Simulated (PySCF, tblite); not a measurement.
**C9H9P: geometry, infrared bands and NMR shifts**

Wanted: the infrared bands and NMR shifts of C9H9P (`C#Cc1ccc(CC)cp1`), by calculation.

The runs use tblite 0.8.0 and PySCF 2.14.0, with density-fitted response routines of our own; the level of theory stands in each step. All values are computed, except where a source is named. Atoms count from 0, in the outputs and in this text.

### 1 The molecule as given

19 atoms, charge 0, multiplicity 1; geometry from: force field or distance geometry start.

Bonds of the start (Å): C0–C1 1.22, C1–C2 1.44, C2–C3 1.39, C3–C4 1.38, C4–C5 1.34, C5–C6 1.50, C6–C7 1.50, C5–C8 1.39, C8–P9 1.74, P9–C2 1.76, C0–H10 1.04, C3–H11 1.09, C4–H12 1.10, C6–H13 1.11, C6–H14 1.10, C7–H15 1.12, C7–H16 1.10, C7–H17 1.13, C8–H18 1.07.

### 2 Geometry optimisation with GFN2-xTB

Job settings and geometry (Å):

```
{"job": {"kind": "relax", "xc": "GFN2-xTB", "basis": "xTB"}, "charge": 0, "multiplicity": 1}
C      4.817200     0.750100    -0.227400
C      3.632100     0.467200    -0.202800
C      2.237900     0.093800    -0.168800
C      1.282700     0.830700    -0.860700
C     -0.060700     0.534500    -0.868800
C     -0.687300    -0.485300    -0.255300
C     -2.174700    -0.608300    -0.420500
C     -2.827100     0.170500     0.678500
C     -0.085600    -1.449500     0.536900
P      1.641800    -1.295700     0.727900
H      5.830600     0.991400    -0.269500
H      1.653800     1.690400    -1.408900
H     -0.684700     1.225600    -1.463700
H     -2.444400    -0.145800    -1.390500
H     -2.446400    -1.678600    -0.380400
H     -3.727000     0.729500     0.312300
H     -2.166500     0.930700     1.128400
H     -3.183800    -0.497800     1.516700
H     -0.617600    -2.244200     1.024500
```

Run with:

```
> OMP_NUM_THREADS=1 python probes_run.py task.json out
```

The driver reads the jobs from task.json and runs them one after another.

**Question.** This job is followed by: GFN2-xTB harmonic vibrations, gas phase; GIAO PBE0/pcSseg-1 NMR shielding, non-relativistic, gas phase. Predict these results of the whole session: strongest single infrared mode (GFN2-xTB); zero-point energy (GFN2-xTB); 13C shifts against TMS (PBE0/pcSseg-1); 1H shifts against TMS (PBE0/pcSseg-1, means over atoms taken as alike); 31P shifts against H3PO4 (PBE0/pcSseg-1).

As calculated:

| quantity | value |
| --- | --- |
| strongest single infrared mode (GFN2-xTB) | 3034 cm⁻¹, 58 km/mol |
| zero-point energy (GFN2-xTB) | 91.6 kcal/mol |
| 13C shifts against TMS (PBE0/pcSseg-1) | 164.3, 156.3, 154.8, 146.6, 134.9, 95.3, 90.5, 38.8, 22.3 ppm |
| 1H shifts against TMS (PBE0/pcSseg-1, means over atoms taken as alike) | 8.98, 8.34, 7.57, 3.51, 2.72, 1.27 ppm |
| 31P shifts against H3PO4 (PBE0/pcSseg-1) | 261.7 ppm |

What this shows: Over 68 steps the energy fell by 0.653 eV; of the close pairs, C4–C5 changed most, 1.345 to 1.392 Å. No mode is imaginary among the 51: a minimum at this level. GFN2-xTB is a fitted tight-binding method: band positions and strengths are rough. Its intensities can rank the bands wrongly. At PBE0/pcSseg-1: The largest span, 758 ppm, is at P9, where the paramagnetic term is -910 ppm. NICS(1)zz of -24 ppm above the planar ring from C2 marks a diatropic (aromatic) ring current.
